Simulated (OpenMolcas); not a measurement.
# Ag⁴⁺ among point charges: CASSCF and CASPT2 levels and susceptibility

How does a field of 6 point charges split the states of Ag⁴⁺, and what χT follows?

Program: OpenMolcas 26.06. Level of theory: state-averaged CASSCF and CASPT2, spin-orbit coupling by RASSI with atomic mean-field integrals. These are calculated values, not measurements, unless marked.

## (1) The atom as given

| Property | Result |
| --- | --- |
| Species | Ag⁴⁺ (silver, Z = 47, 43 electrons) |
| Basis | ANO-RCC-VTZP [7s6p4d2f1g], 68 functions |
| Scalar Hamiltonian | DKH2, point nucleus |
| Inactive shells | 1s 2s 2p 3s 3p 3d 4s 4p |
| Active space | 7 electrons in 5 orbitals (4d) |
| Some configurations of this space | 4d7 |
| Orbitals | optimised for each spin and parity, averaged over all roots |

Outer shells as boxes (Hund's rule):

4d7
```
4d [↑↓][↑↓][↑ ][↑ ][↑ ]
```

The ion sits among 6 point charges of -1.7 e arranged as an octahedron (Oh), 2.17 Å from the ion.

The work runs as a chain of OpenMolcas steps in one folder; each step below is one input file. Labels, J, g values, rates, χT and fits are worked out afterwards by a script from the matrices that RASSI stores. The input lists half of the charges; inversion (Group=XYZ) makes the rest.

## (2) Basis and integrals

Input file a.inp:

```
&GATEWAY
Coord
1

Ag 0.0 0.0 0.0
Basis=ANO-RCC-VTZP
Group=XYZ
NoMove
AngMom=0.0 0.0 0.0
AMFI
XField
3 Angstrom 0
2.170000 0.000000 0.000000 -1.700000
0.000000 2.170000 0.000000 -1.700000
0.000000 0.000000 2.170000 -1.700000
&SEWARD
```

Run with:

```
$ OMP_NUM_THREADS=1 MOLCAS_MEM=1689 MOLCAS_PROJECT=a pymolcas a.inp > a.log
```

## (3) Reference wave functions, quartets of even parity, 10 roots

Input file a.inp:

```
&RASSCF
FileOrb=start.orb
Symmetry=1
Spin=4
nActEl=7 0 0
Inactive=9 9
Ras2=5 0
CIRoot=10 10 1
SDav=10
CIMx=300
Iter=120 100
PrWF=0.3
OrbListing=Nothing
MaxOrb=0
>>> COPY $Project.JobIph JOB001
```

start.orb holds the contracted functions of the basis, ordered by shell, or the orbitals of the step before.

## (4) CASSCF: doublets of even parity, 40 roots

Input file a.inp:

```
&RASSCF
FileOrb=start.orb
Symmetry=1
Spin=2
nActEl=7 0 0
Inactive=9 9
Ras2=5 0
CIRoot=40 40 1
SDav=40
CIMx=300
Iter=120 100
PrWF=0.3
OrbListing=Nothing
MaxOrb=0
>>> COPY $Project.JobIph JOB002
```

## (5) RASSI: spin-orbit coupling between the states

Input file a.inp:

```
&RASSI
NrOfJobIphs=2 10 40
1 2 3 4 5 6 7 8 9 10
1 2 3 4 5 6 7 8 9 10 11 12 13 14 15 16 17 18 19 20 21 22 23 24 25 26 27
28 29 30 31 32 33 34 35 36 37 38 39 40
IphNames
JOB001
JOB002
EJob
SpinOrbit
DIPRint=1.0
SOCoupling=1000.0
Subsets=2
Property=9
'ANGMOM' 1 'ANGMOM' 2 'ANGMOM' 3 'MLTPL  1' 1 'MLTPL  1' 2 'MLTPL  1' 3
'AMFI' 1 'AMFI' 2 'AMFI' 3
SOProperty=3
'ANGMOM' 1 'ANGMOM' 2 'ANGMOM' 3
```

## (6) CASPT2: IPEA 0.25, imaginary shift 0.1 (closed shells correlated: 4s 4p)

Input file a.inp:

```
>>> COPY JOB001 $Project.JobIph
&CASPT2
Multistate=10 1 2 3 4 5 6 7 8 9 10
NoMult
Frozen=8 6
IPEA=0.25
Imaginary=0.1
MaxIter=60
WThr=0.0 0.3 0.05
PrWF=0.5
NoMix
>>> COPY JOB002 $Project.JobIph
&CASPT2
Multistate=40 1 2 3 4 5 6 7 8 9 10 11 12 13 14 15 16 17 18 19 20 21 22
23 24 25 26 27 28 29 30 31 32 33 34 35 36 37 38 39 40
NoMult
Frozen=8 6
IPEA=0.25
Imaginary=0.1
MaxIter=60
WThr=0.0 0.3 0.05
PrWF=0.5
NoMix
```

(Steps that only read results are left out.)

Before running it: what results should come out? Wanted: spin-free ground state; first state of the same spin within the active space; lowest level; next level.

As calculated:

| quantity | value |
| --- | --- |
| method | SS-CASPT2, IPEA 0.25, imaginary shift 0.1 (closed shells correlated: 4s 4p) |
| spin-free ground state | 4T1, 3-fold in its orbital part |
| first state of the same spin within the active space | 4T2 at 2020 cm⁻¹ |
| lowest level | 2-fold Γ6, g = 4.98, 4.98, 4.98 |
| next level | 529.4 cm⁻¹ |
| χT at 300 K | 4.31 cm³ K/mol |
| effective moment at 300 K | 5.87 μB |

Cost by method:

```tsv
method	time of its own steps	time with the reference
A. CASSCF	9.2 s	9.2 s
B. SS-CASPT2, IPEA 0.25, imaginary shift 0.1, +4s 4p	5.4 s	15 s
```

Times are of one thread on a shared host.

The spin-free ground state (4T1) comes to 100 % from free-ion F terms and keeps the highest spin of the shell. χT at 300 K is 4.31, against 1.88 cm³ K/mol for the spin alone, so orbital moment adds to it. An active space of the d shell alone favours high spin; real ions in strong fields can be low spin. A ligand-field fit to the states below 45000 cm-1 gives 10Dq = 2710 cm-1, B = 869 cm-1 and C = 4129 cm-1 (C/B = 4.75), with a deviation of 375 cm-1. CASPT2 does not keep the components of a term degenerate, and the means are used. The field of point charges can differ much from that of real complexes. With metal d orbitals alone active, the gaps between spin states are rough; where two lie within a few thousand cm-1, their order is open. Point charges carry no covalency, so the field is a model and not that of real ligands.
